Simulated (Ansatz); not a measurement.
# Be3CdTe4: the cost of one run

Program: Ansatz 0.2.0. Level of theory: DFT PBE, scalar-relativistic, plane waves, PAW, unless a step names another level. These are calculated values, not measurements.

1 further run of the same task is left out (it didn't finish).

**1. Starting point**

Symmetry: Pmn2_1, No. 31, orthorhombic system. Conventional cell: a = 8.322 Å, b = 7.179 Å, c = 6.846 Å, α = 90.00°, β = 90.00°, γ = 90.00°. Be (site symmetry 1) has 4 Te at 2.45 to 2.51 Å as nearest neighbours. Be (site symmetry m) has 4 Te at 2.44 to 2.48 Å as nearest neighbours. Around Cd (site symmetry m) lie 4 Te at 2.81 to 2.82 Å. Te (site symmetry m) has 3 Be at 2.48 to 2.51 Å and 1 Cd at 2.81 Å as nearest neighbours. Te (site symmetry m) is surrounded by 3 Be at 2.48 Å and 1 Cd at 2.82 Å. Around Te (site symmetry 1) lie 3 Be at 2.44 to 2.48 Å and 1 Cd at 2.81 Å.

As a file:

```cif
data_structure
_symmetry_space_group_name_H-M 'P 1'
_symmetry_Int_Tables_number 1
_cell_length_a 8.3216
_cell_length_b 7.1795
_cell_length_c 6.8458
_cell_angle_alpha 90.000
_cell_angle_beta 90.000
_cell_angle_gamma 90.000
_cell_volume 409.00
loop_
_atom_site_label
_atom_site_type_symbol
_atom_site_fract_x
_atom_site_fract_y
_atom_site_fract_z
_atom_site_occupancy
Be1 Be 0.75108 0.66261 0.49928 1
Be2 Be 0.24892 0.66261 0.49928 1
Be3 Be 0.50000 0.82032 0.99965 1
Be4 Be 0.00000 0.17968 0.49965 1
Be5 Be 0.25108 0.33739 0.99928 1
Be6 Be 0.74892 0.33739 0.99928 1
Cd1 Cd 0.00000 0.83715 0.00515 1
Cd2 Cd 0.50000 0.16285 0.50515 1
Te1 Te 0.00000 0.84339 0.41587 1
Te2 Te 0.50000 0.79440 0.36048 1
Te3 Te 0.72719 0.65147 0.86014 1
Te4 Te 0.27281 0.65147 0.86014 1
Te5 Te 0.22719 0.34853 0.36014 1
Te6 Te 0.77281 0.34853 0.36014 1
Te7 Te 0.50000 0.15661 0.91587 1
Te8 Te 0.00000 0.20560 0.86048 1
```

It came out lowest among 30 distinct ends of the trial cells. At a tolerance of 0.02 Å it has space group Pmn2_1 (No. 31).

**2. Kick test: the unmoved cell on a coarse mesh**

The input, input.yaml:

```yaml
crystal:
  lattice:
    - [0.0, 0.0, -6.8458364156]
    - [0.0, -7.1794842756, 0.0]
    - [-8.321552255, 0.0, 0.0]
  atoms:
    - { symbol: Be, position: [0.5007177942, 0.3373872438, 0.2489185536] }
    - { symbol: Be, position: [0.5007177942, 0.3373872438, 0.7510814464] }
    - { symbol: Be, position: [0.0003546272, 0.1796795971, 0.5] }
    - { symbol: Be, position: [0.5003546272, 0.8203204029, 0.0] }
    - { symbol: Be, position: [0.0007177942, 0.6626127562, 0.7489185536] }
    - { symbol: Be, position: [0.0007177942, 0.6626127562, 0.2510814464] }
    - { symbol: Cd, position: [0.9948473601, 0.1628491147, 0.0] }
    - { symbol: Cd, position: [0.4948473601, 0.8371508853, 0.5] }
    - { symbol: Te, position: [0.584125521, 0.1566054293, 0.0] }
    - { symbol: Te, position: [0.6395240392, 0.2056008454, 0.5] }
    - { symbol: Te, position: [0.1398564319, 0.3485254193, 0.2728114824] }
    - { symbol: Te, position: [0.1398564319, 0.3485254193, 0.7271885176] }
    - { symbol: Te, position: [0.6398564319, 0.6514745807, 0.7728114824] }
    - { symbol: Te, position: [0.6398564319, 0.6514745807, 0.2271885176] }
    - { symbol: Te, position: [0.084125521, 0.8433945707, 0.5] }
    - { symbol: Te, position: [0.1395240392, 0.7943991546, 0.0] }
basis:
  ecutwfc: 420
kpoints:
  mp_grid: { grid: [2, 2, 2] }
hamiltonian:
  xc: pbe
scf:
  occupations: { method: gaussian, width: 0.1 }
  lower_state_search: "off"
output:
  forces: true
  stress: true
  eigenvalues: true
```

Command:

```sh
$ ansatz run input.yaml --threads 1 --pin off --max-ram 2560MiB --backend cpu --events-out ev --progress --plain --runs-dir out
```

Q: Estimate wall time and peak memory on 1 thread of Intel Xeon at 2.70GHz, shared host.

About 16 s, with a peak of 0.77 GiB.
